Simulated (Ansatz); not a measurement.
# CH5InNO radical: basis-set convergence

How large a basis does CH5InNO radical need? Two functionals are run in growing sets.

Method: one geometry, several basis sets; program: Ansatz 0.2.0, Gaussian basis.

Levels to be run: PBE0-D4/def2-SVP; ωB97M-V/def2-SVP; PBE0-D4/def2-QZVPP; ωB97M-V/def2-QZVPP; the functionals' def2-TZVPP values are taken from earlier runs.

### 1 The geometry

The geometry comes from an earlier relaxation with PBE0-D4 in a triple-zeta def2 set; it is a stationary point, not always the lowest conformer. In takes the def2 core potential; no spin-orbit term is included.

SMILES `C[O][In][NH2]`, 9 atoms, charge 0, spin multiplicity 2.

Atoms are counted from 1 here; the program's logs count them from 0.

Bond lengths: C1–O2 1.395 Å, C1–H5 1.099 Å, C1–H6 1.097 Å, C1–H7 1.099 Å, O2–In3 2.012 Å, In3–N4 2.070 Å, N4–H8 1.014 Å, N4–H9 1.016 Å. Angles: O2–C1–H5 113.1°, O2–C1–H6 108.6°, O2–C1–H7 112.8°, H5–C1–H6 107.2°, H5–C1–H7 107.7°, H6–C1–H7 107.2°, C1–O2–In3 128.0°, O2–In3–N4 109.3°, In3–N4–H8 113.5°, In3–N4–H9 111.0°, H8–N4–H9 107.4°.

### 2 PBE0-D4 in def2-SVP

Input file in.yaml:

```yaml
crystal:
  periodic: [false, false, false]
  atoms:
    - {symbol: C, position_ang: [-0.925420, 1.365782, 1.115787]}
    - {symbol: O, position_ang: [-0.027966, 0.460888, 0.548042]}
    - {symbol: In, position_ang: [-0.210704, -0.540338, -1.187460]}
    - {symbol: N, position_ang: [1.495835, -1.666058, -1.512081]}
    - {symbol: H, position_ang: [-1.927627, 0.941264, 1.268224]}
    - {symbol: H, position_ang: [-0.545422, 1.662739, 2.101170]}
    - {symbol: H, position_ang: [-1.038632, 2.282559, 0.520875]}
    - {symbol: H, position_ang: [1.371525, -2.398102, -2.202262]}
    - {symbol: H, position_ang: [1.808421, -2.108734, -0.652285]}
basis:
  gaussian: {orbitals: def2-SVP}
magnetization: {spin_polarized: true, initial_magnetization: 1}
hamiltonian: {xc: pbe0, dispersion: d4}
output: {orbitals: {seedname: orbitals}}
```

On the command line:

```bash
ansatz run in.yaml --threads 4 --pin off --events-out ev --progress --plain --max-ram 10444MiB
```

Further steps of the session: ωB97M-V in def2-SVP; PBE0-D4 in def2-QZVPP; ωB97M-V in def2-QZVPP.

Before running them: what should the planned runs give, taken together? Wanted: PBE0-D4: double and triple zeta above quadruple; ωB97M-V: double and triple zeta above quadruple.

**Answer**, as computed:

| quantity | value |
| --- | --- |
| PBE0-D4: double and triple zeta above quadruple | 6.25, 0.34 eV |
| ωB97M-V: double and triple zeta above quadruple | 6.45, 0.33 eV |

For PBE0-D4 the step from double to triple zeta gains 5.92 eV and the next only 0.34 eV. Total energies overstate the basis error of differences, where much of it tends to cancel.
